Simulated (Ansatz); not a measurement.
# Ti2Pt3: the cost of one run

Computed with Ansatz 0.2.0 (DFT PBE, scalar-relativistic, plane waves, PAW, unless a step's input says otherwise).

## 1. The system as given

The structure is tetragonal, space group P4/mmm (No. 123). The conventional cell has a = 4.220 Å, b = 4.220 Å, c = 5.210 Å, α = 90.00°, β = 90.00°, γ = 90.00°. Ti (site symmetry 4mm) is surrounded by 1 Ti at 2.39 Å and 4 Pt at 2.42 Å. Around Pt (site symmetry mmm) lie 2 Pt at 2.11 Å and 4 Ti at 2.42 Å. Pt (site symmetry 4/mmm) is surrounded by 4 Pt at 2.11 Å.

Coordinates:

```xyz
5
Lattice="4.2202 0.0000 0.0000 0.0000 4.2202 0.0000 0.0000 0.0000 5.2103" Properties=species:S:1:pos:R:3 pbc="T T T"
Ti    0.0000    0.0000    3.7989
Ti    0.0000    0.0000    1.4114
Pt    2.1101    0.0000    2.6052
Pt    0.0000    2.1101    2.6052
Pt    2.1101    2.1101    2.6052
```

A structure generator made this guess: random cell by space group and Wyckoff sites (P4/mmm, No. 123). The dimensions are guesses.

## 2. The guess as it stands, on a coarse mesh

input.yaml

```yaml
crystal:
  lattice:
    - [4.22015741, 0.0, 0.0]
    - [0.0, 4.22015741, 0.0]
    - [0.0, 0.0, 5.21031178]
  atoms:
    - { symbol: Ti, position: [0.0, 0.0, 0.72911622] }
    - { symbol: Ti, position: [0.0, 0.0, 0.27088378] }
    - { symbol: Pt, position: [0.5, 0.0, 0.5] }
    - { symbol: Pt, position: [0.0, 0.5, 0.5] }
    - { symbol: Pt, position: [0.5, 0.5, 0.5] }
basis:
  ecutwfc: 420
kpoints:
  mp_grid: { grid: [4, 4, 4] }
hamiltonian:
  xc: pbe
scf:
  occupations: { method: gaussian, width: 0.1 }
  lower_state_search: "off"
output:
  forces: true
  stress: true
  eigenvalues: true
```

Run with:

```sh
> ansatz run input.yaml --threads 1 --pin off --max-ram 2560MiB --backend cpu --events-out ev --progress --plain --runs-dir out
```

What time and memory should one allow on 1 thread of Arm Neoverse N1, shared host?

About 9.6 s, with a peak of 0.37 GiB.
